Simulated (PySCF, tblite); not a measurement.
# C4H9NOSi2: geometry, infrared bands and NMR shifts

Wanted: the infrared bands and NMR shifts of C4H9NOSi2 (`[H]/N=C\[C@@]1([SiH3])C=CO[SiH2]1`), by calculation.

Computed with tblite 0.8.0 and PySCF 2.14.0, with density-fitted response routines of our own, on a single molecule in the gas phase. Atoms are numbered from 0 throughout.

## Step 1: The molecule as given

17 atoms, charge 0, multiplicity 1; geometry from: force field or distance geometry start.

Bonds of the start (Å): N0–C1 1.26, C1–C2 1.46, C2–Si3 1.85, C2–C4 1.48, C4–C5 1.28, C5–O6 1.37, O6–Si7 1.77, Si7–C2 1.87, N0–H8 1.02, C1–H9 1.12, Si3–H10 1.47, Si3–H11 1.46, Si3–H12 1.48, C4–H13 1.12, C5–H14 1.11, Si7–H15 1.43, Si7–H16 1.47.

## Step 2: Relaxing the molecule with GFN2-xTB

The job: settings as JSON, then the geometry in Å.

```
{"job": {"kind": "relax", "xc": "GFN2-xTB", "basis": "xTB"}, "charge": 0, "multiplicity": 1}
N     -0.569200     0.953900     2.274500
C     -0.019200     0.010800     1.635800
C      0.216500    -0.050900     0.193700
Si     2.006700    -0.079400    -0.284700
C     -0.490800    -1.255800    -0.291600
C     -1.635200    -1.110900    -0.854800
O     -2.150400     0.157100    -0.968700
Si    -0.738100     1.207800    -0.804100
H     -0.904500     1.754700     1.736700
H      0.327500    -0.844200     2.263500
H      2.505500    -1.453400    -0.129900
H      2.148900     0.328400    -1.675100
H      2.693800     0.848500     0.633200
H      0.000600    -2.254400    -0.175700
H     -2.218900    -1.972000    -1.244400
H     -1.011600     2.457700    -0.159400
H     -0.168500     1.314300    -2.158800
```

Command:

```sh
$ OMP_NUM_THREADS=1 python probes_run.py task.json out
```

This one command runs all jobs of the session in turn.

**Question.** This job is followed by: GFN2-xTB harmonic vibrations, gas phase; GIAO PBE0/pcSseg-1 NMR shielding, non-relativistic, gas phase. What will the session give for the following? strongest single infrared mode (GFN2-xTB); zero-point energy (GFN2-xTB); ¹³C shifts against TMS (PBE0/pcSseg-1); ¹H shifts against TMS (PBE0/pcSseg-1, means over atoms taken as alike); ¹⁵N shifts against NH3 (PBE0/pcSseg-1); ²⁹Si shifts against TMS (PBE0/pcSseg-1); ¹⁷O shifts against H2O (PBE0/pcSseg-1); surface potential, 1st and 99th percentile.

**Answer**, as computed:

| quantity | value |
| --- | --- |
| strongest single infrared mode (GFN2-xTB) | 2295 cm⁻¹, 544 km/mol |
| zero-point energy (GFN2-xTB) | 71.9 kcal/mol |
| ¹³C shifts against TMS (PBE0/pcSseg-1) | 180.0, 154.8, 111.8, 42.1 ppm |
| ¹H shifts against TMS (PBE0/pcSseg-1, means over atoms taken as alike) | 9.80, 8.15, 6.53, 5.49, 5.41, 5.37, 3.97 ppm |
| ¹⁵N shifts against NH3 (PBE0/pcSseg-1) | 351.0 ppm |
| ²⁹Si shifts against TMS (PBE0/pcSseg-1) | 6.7, -57.6 ppm |
| ¹⁷O shifts against H2O (PBE0/pcSseg-1) | 108.7 ppm |
| surface potential, 1st and 99th percentile | -1.88 V and 1.83 V |

In words: Relaxing lowered the energy by 0.816 eV in 103 steps; the close pair that moved most is O6–Si7, from 1.768 to 1.646 Å. All 45 modes are real, so the xTB geometry is a minimum. The strongest single mode, at 2295 cm⁻¹, moves mainly H15. GFN2-xTB is a fitted tight-binding method: band positions and strengths are rough. Its intensities can rank the bands wrongly. At PBE0/pcSseg-1: The largest span, 592 ppm, is at N0, where the paramagnetic term is -407 ppm. At PBE0/pcSseg-1, counted by nearest atom on the grid, the HOMO lies on C4 25 %; C5 20 %, the LUMO on C1 20 %; N0 17 %.
